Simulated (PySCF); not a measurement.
# LaBr: from the state search to spectroscopic constants

An exercise on one series of results from a longer session: the logs are not shown, and one member is left open.

Program: PySCF 2.14.0. Level of theory: La x2c-TZVPall, Br x2c-TZVPall, spin-free X2C with a Gaussian nucleus. These are calculated values, not measurements.

Set-up of the first run:

A driver script around PySCF takes these settings:

| Item | Value |
| --- | --- |
| atoms | La, Br |
| charge | 0 |
| basis | La x2c-TZVPall, Br x2c-TZVPall |
| Hamiltonian | spin-free X2C with a Gaussian nucleus |
| basis functions | 129 |
| electrons treated | 92 |
| masses in u | 138.9063, 78.9183 |
| levels | PBE0, PBE, r²SCAN, M06, MN15, ωB97X, HF, MP2, SCS-MP2 |
| grid | 80 radial by 434 angular points |
| occupations | held fixed by the projection of orbital angular momentum |
| dissociation limit | La + Br, each in its ground configuration |
| starting distance in angstrom | 2.710 |
| values of 2S to try | 0, 2 |

Launch:

```
$ OMP_NUM_THREADS=4 python dia.py task.json out
```

Steps of the session up to this table: Set-up; First curve: PBE0; Excited determinants; PBE; r²SCAN (meta-GGA); M06 (hybrid meta-GGA); MN15 (hybrid meta-GGA); ωB97X; UHF.

One of the session's tables, all rows but one given; the rest of the session is left out.

It belongs to the step «Constants by level of theory». 

```
      level  Re (Å)  ωe (cm⁻¹)  De (eV)
        UHF   2.806      205.8     3.86
    UHF-MP2       ?          ?        ?
UHF-SCS-MP2   2.729      224.6     4.57
        PBE   2.696      222.7     4.70
     r²SCAN   2.708      223.0     4.77
       PBE0   2.699      224.6     4.67
        M06   2.711      220.2     3.98
       MN15   2.699      222.7     4.17
      ωB97X   2.734      216.4     4.21
```

Q: Estimate the row for UHF-MP2 from the others.

The run gave: Re (Å): 2.707; ωe (cm⁻¹): 230.5; De (eV): 4.79. In the column «Re (Å)» it lies between MN15 (2.699) and r²SCAN (2.708).

De is counted to La + Br in their ground configurations.

Limits of these values: The state is the lowest single determinant that the PBE0 search found; with open d or f shells the true ground state can be another one.
